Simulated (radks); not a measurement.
**Nuclear size and the levels of Rh⁺**

An exercise on one series of results from a longer session: the logs are not shown, and one member is left open.

Method: Dirac Kohn-Sham, BLYP, spin-unpolarised, spherical densities, finite nucleus; open shells fill j = l - 1/2 first. Code: radks (a radial shooting solver on a logarithmic mesh, Libxc functionals) version 1.

**Starting point**

* element: rhodium (Z = 45)
* charge: +1
* electrons: 44
* configuration: [Kr] 4d8
* nuclear rms radius: 4.4945 fm

Set-up of the first run:

Settings of this run:

```text
Z 45
configuration [Kr] 4d8 5s0 5p0
relativity Dirac
functional b88,lyp
spin unpolarised
j_filling energy
nucleus finite rms 4.4945 fm
c 137.035999084
```

Steps of the session up to this table: rms radius 4.4945 fm.

One of the session's tables, all rows but one given; the rest of the session is left out.

It belongs to the step «rms radius 4.4945 fm». Radial moments (bohr):

| level | <r> | outermost maximum (interpolated) | 90 % within | nodes |
| --- | --- | --- | --- | --- |
| 4s1/2 | 0.9801 | 0.881 | 1.43 | 3 |
| 4p1/2 | 1.061 | 0.927 | 1.57 | 2 |
| 4p3/2 | 1.092 | 0.952 | 1.62 | 2 |
| 4d3/2 | 1.540 | 1.14 | 2.50 | 1 |
| 4d5/2 | 1.563 | 1.15 | 2.54 | 1 |
| 5s1/2 | 2.977 | 2.53 | 4.40 | 4 |
| 5p1/2 | 3.782 | 3.16 | 5.66 | 3 |
| 5p3/2 | ? | ? | ? | ? |

Q: Estimate the row for 5p3/2 from the others.

As computed: <r>: 3.887; outermost maximum (interpolated): 3.26; 90 % within: 5.81; nodes: 3. In the column «<r>» it is the highest.
